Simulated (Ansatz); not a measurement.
# AlH3Se (SMILES [AlH2][SeH]) at 6 levels

Aim: a comparison of 6 runs (HF/6-31G**, B3LYP/6-31G*, B3LYP/6-31G**, PBE0/def2-SVP, FIC-NEVPT4(SD)(2,5)/pcseg-1) of AlH3Se. 

The results are computed with Ansatz 0.2.0.

**1. Starting point**

AlH3Se has 5 atoms, charge 0, and is taken as a singlet. SMILES: `[AlH2][SeH]`. Geometry: relaxed at PBE0-D4/def2-TZVP.

Bond lengths: Al1–Se2 2.314 Å, Al1–H3 1.579 Å, Al1–H4 1.580 Å, Se2–H5 1.469 Å. Angles: Al1–Se2–H5 92.2°, Se2–Al1–H3 116.3°, Se2–Al1–H4 119.2°, H3–Al1–H4 124.5°.

**2. Energy and gradient at HF/6-31G(d,p) (spherical functions) (run 1)**

Input file job.yaml:

```yaml
crystal:
  periodic: [false, false, false]
  atoms:
    - {symbol: Al, position_ang: [-0.435200, -0.530700, 0.166800]}
    - {symbol: Se, position_ang: [0.870300, 1.346600, 0.522900]}
    - {symbol: H, position_ang: [-1.236800, -1.072700, 1.415100]}
    - {symbol: H, position_ang: [-0.474100, -1.181000, -1.272800]}
    - {symbol: H, position_ang: [1.325600, 1.364100, -0.873500]}
basis:
  gaussian:
    orbitals: 6-31G_st__st_-spherical.json
hamiltonian:
  xc: hf
accuracy: high
output: {forces: true, orbitals: {seedname: orbitals}}
```

The basis set 6-31G** is read from a file made from the Basis Set Exchange's data (not shown).

The run is started by

```sh
$ ansatz run job.yaml --threads 1 --pin off --max-ram 2610MiB --events-out events.jsonl --progress --plain --runs-dir runs
```

Log:

```text
Warning: RAYON_NUM_THREADS=1 ignored (pool sized by the plan → 1); use --threads N
Functional definition: HF
  name "HF"
  exchange = exact_x
  correlation = 0
1277 factors; integrals over basis functions are off by at most 6.3e-9 eV
mean field evaluation 1: about -71924.8902 eV, gradient 1.2e1 eV
mean field evaluation 2: about -71924.9294 eV, gradient 1.2e1 eV
mean field evaluation 4: about -71925.6795 eV, gradient 1.8e0 eV
mean field evaluation 8: about -71925.6907 eV, gradient 8.2e-2 eV
mean field -71925.69071491 eV, -2643.2203807886 hartree, gradient 8.2e-8 eV, S^2 0.000000; 0 other end points of the search recorded, 0 dependent functions left out
the calculation of the forces begins
reference -71925.69071491 eV, -2643.2203807886 hartree; 25, 25 occupied and 40, 40 virtual orbitals, 1277 factors
Total energy: -71925.69071491 eV, -2643.2203807886 hartree
Atom 0 at    -0.435200    -0.530700     0.166800 Å, force    -0.168375    -0.187789     0.082263 eV/Å
Atom 1 at     0.870300     1.346600     0.522900 Å, force     0.195642     0.071678    -0.443604 eV/Å
Atom 2 at    -1.236800    -1.072700     1.415100 Å, force     0.015586    -0.010141    -0.074942 eV/Å
Atom 3 at    -0.474100    -1.181000    -1.272800 Å, force     0.004968     0.032793     0.065254 eV/Å
Atom 4 at     1.325600     1.364100    -0.873500 Å, force    -0.047820     0.093458     0.371029 eV/Å
Dipole moment:    -0.093189    -0.200692    -0.184332 e Å
```

Wall time 2.5 s (1 thread of Arm Neoverse V1, shared host); peak memory 0.25 GiB.

**3. Energy and gradient at B3LYP/6-31G(d) (spherical functions) (run 2)**

Input file input.yaml:

```yaml
crystal:
  periodic: [false, false, false]
  atoms:
    - symbol: Al
      position_ang: [-0.435200, -0.530700, 0.166800]
    - symbol: Se
      position_ang: [0.870300, 1.346600, 0.522900]
    - symbol: H
      position_ang: [-1.236800, -1.072700, 1.415100]
    - symbol: H
      position_ang: [-0.474100, -1.181000, -1.272800]
    - symbol: H
      position_ang: [1.325600, 1.364100, -0.873500]
basis:
  gaussian:
    orbitals: 6-31G_st_-spherical.json
hamiltonian:
  xc: {name: B3LYP}
output: {forces: true, orbitals: {seedname: orbitals}}
accuracy: high
```

The basis set 6-31G* is read from a file made from the Basis Set Exchange's data (not shown).

The run is started by

```sh
$ ansatz run input.yaml --threads 1 --pin off --max-ram 2610MiB --events-out events.jsonl --progress --plain --runs-dir runs
```

Log, shortened:

```text
Warning: RAYON_NUM_THREADS=1 ignored (pool sized by the plan → 1); use --threads N
Functional definition: B3LYP
  name "B3LYP"
[...]
1076 factors; integrals over basis functions are off by at most 4.5e-9 eV
[...]
mean field -71989.11555638 eV, -2645.5512007220 hartree, gradient 9.7e-8 eV, S^2 0.000000; 0 other end points of the search recorded, 0 dependent functions left out
[...]
reference -71989.11559298 eV, -2645.5512020668 hartree; 25, 25 occupied and 31, 31 virtual orbitals, 1076 factors
Total energy: -71989.11559298 eV, -2645.5512020668 hartree
Atom 0 at    -0.435200    -0.530700     0.166800 Å, force    -0.105431    -0.132081     0.016751 eV/Å
Atom 1 at     0.870300     1.346600     0.522900 Å, force     0.016823     0.132698     0.267079 eV/Å
Atom 2 at    -1.236800    -1.072700     1.415100 Å, force    -0.026401    -0.019902     0.034912 eV/Å
Atom 3 at    -0.474100    -1.181000    -1.272800 Å, force     0.004017    -0.016912    -0.051309 eV/Å
Atom 4 at     1.325600     1.364100    -0.873500 Å, force     0.110991     0.036197    -0.267432 eV/Å
Dipole moment:    -0.038364    -0.118733    -0.161996 e Å
```

It took 5.4 s on 1 thread of Arm Neoverse V1, shared host; peak memory 0.25 GiB.

**4. Energy and gradient at B3LYP/6-31G(d) (Cartesian functions) (run 3)**

Changes to input.yaml since step 3:

```diff
@@ -1 +1,3 @@
+basis:
+  gaussian: {orbitals: "6-31G*"}
 crystal:
@@ -13,8 +15,4 @@
       position_ang: [1.325600, 1.364100, -0.873500]
-basis:
-  gaussian:
-    orbitals: 6-31G_st_-spherical.json
-hamiltonian:
-  xc: {name: B3LYP}
 output: {forces: true, orbitals: {seedname: orbitals}}
 accuracy: high
+hamiltonian: {xc: {name: B3LYP}}
```

The run is started by

```sh
$ ansatz run input.yaml --threads 1 --pin off --max-ram 2610MiB --events-out events.jsonl --progress --plain --runs-dir runs
```

Log, shortened:

```text
Warning: RAYON_NUM_THREADS=1 ignored (pool sized by the plan → 1); use --threads N
Functional definition: B3LYP
  name "B3LYP"
[...]
1105 factors; integrals over basis functions are off by at most 4.7e-9 eV
[...]
mean field -71989.35622412 eV, -2645.5600450981 hartree, gradient 1.7e-8 eV, S^2 0.000000; 0 other end points of the search recorded, 0 dependent functions left out
[...]
reference -71989.35626072 eV, -2645.5600464431 hartree; 25, 25 occupied and 35, 35 virtual orbitals, 1105 factors
Total energy: -71989.35626072 eV, -2645.5600464431 hartree
Atom 0 at    -0.435200    -0.530700     0.166800 Å, force    -0.109299    -0.138127     0.014546 eV/Å
Atom 1 at     0.870300     1.346600     0.522900 Å, force     0.017453     0.138684     0.279366 eV/Å
Atom 2 at    -1.236800    -1.072700     1.415100 Å, force    -0.024573    -0.019114     0.030992 eV/Å
Atom 3 at    -0.474100    -1.181000    -1.272800 Å, force     0.004413    -0.014667    -0.047169 eV/Å
Atom 4 at     1.325600     1.364100    -0.873500 Å, force     0.112006     0.033224    -0.277735 eV/Å
Dipole moment:    -0.037961    -0.118277    -0.162184 e Å
```

Wall time 5.7 s (1 thread of Arm Neoverse V1, shared host); peak memory 0.25 GiB.

Runs 4 to 5 aren't shown in full; the table further down has their settings and results.

**5. The energy at FIC-NEVPT4(SD)(2,5)/pcseg-1 (run 6)**

Input file molecule.yaml:

```yaml
crystal:
  periodic: [false, false, false]
  atoms:
    - {symbol: Al, position_ang: [-0.435200, -0.530700, 0.166800]}
    - {symbol: Se, position_ang: [0.870300, 1.346600, 0.522900]}
    - {symbol: H, position_ang: [-1.236800, -1.072700, 1.415100]}
    - {symbol: H, position_ang: [-0.474100, -1.181000, -1.272800]}
    - {symbol: H, position_ang: [1.325600, 1.364100, -0.873500]}
basis:
  gaussian:
    orbitals: pcseg-1.json
hamiltonian:
  pseudopotentials: {relativity: none}
correlation:
  method: fic_nevpt4_sd
  active_space: {window: {electrons: 2, orbitals: 5}}
  electrons: all
```

The basis set pcseg-1 is read from a file made from the Basis Set Exchange's data (not shown).

The run is started by

```sh
$ ansatz run molecule.yaml --threads 1 --pin off --max-ram 2610MiB --events-out events.jsonl --progress --plain --runs-dir runs
```

Log:

```text
Warning: RAYON_NUM_THREADS=1 ignored (pool sized by the plan → 1); use --threads N
Functional definition: HF
  name "HF"
  exchange = exact_x
  correlation = 0
568 factors; integrals over basis functions are off by at most 1.3e-3 eV
mean field evaluation 1: about -71924.4775 eV, gradient 1.2e1 eV
mean field evaluation 2: about -71924.5423 eV, gradient 1.2e1 eV
mean field evaluation 4: about -71925.3050 eV, gradient 1.3e0 eV
mean field evaluation 8: about -71925.3158 eV, gradient 1.3e-3 eV
mean field -71925.31581138 eV, -2643.2066033382 hartree, gradient 1.1e-6 eV, S^2 0.000000; 0 other end points of the search recorded, 0 dependent functions left out
reference -71925.31581138 eV, -2643.2066033382 hartree; 25, 25 occupied and 35, 35 virtual orbitals, 568 factors
state -71925.99963987 eV, -2643.2317335715 hartree
state -71925.99963987 eV, -2643.2317335715 hartree; corrected -71931.53310609 eV, -2643.4350847046 hartree
Total energy: -71931.53310609 eV, -2643.4350847046 hartree
```

It took 5.7 s on 1 thread of Arm Neoverse V1, shared host; peak memory 0.25 GiB.

**6. Overview of the runs**

| run | level | Cartesian functions | task | energy (Eh) | dipole moment (D) | HOMO energy (eV) | LUMO energy (eV) | wall time |
| --- | --- | --- | --- | --- | --- | --- | --- | --- |
| 1 | HF/6-31G** (spherical functions) | no | gradient | -2643.220381 | 1.38 | -9.77 | 1.13 | 2.5 s |
| 2 | B3LYP/6-31G* (spherical functions) | no | gradient | -2645.551202 | 0.98 | -7.08 | -1.65 | 5.4 s |
| 3 | B3LYP/6-31G* (Cartesian functions) | yes | gradient | -2645.560046 | 0.98 | -7.08 | -1.65 | 5.7 s |
| 4 | B3LYP/6-31G** (spherical functions) | no | gradient | -2645.555150 | 0.98 | -7.08 | -1.66 | 6 s |
| 5 | PBE0/def2-SVP | no | gradient | -2645.034809 | 0.87 | -7.37 | -1.46 | 5.4 s |
| 6 | FIC-NEVPT4(SD)(2,5)/pcseg-1 | no | energy | -2643.435085 | – | – | – | 5.7 s |

**7. Outcome**

| quantity | value |
| --- | --- |
| run 6: total energy | -2643.43508 Eh |

Over runs 1, 2, 3, 4, 5 the dipole moment (its size) runs from 0.87 D (PBE0/def2-SVP) to 1.38 D (HF/6-31G**). The two ends differ in method and basis. Over runs 1, 2, 3, 4, 5 the HOMO–LUMO gap runs from 5.42 eV (B3LYP/6-31G**) to 10.91 eV (HF/6-31G**). Exact exchange widens orbital gaps. Totals of different functionals can't be ranked against each other. All runs together took 31 s, the longest 6 s.
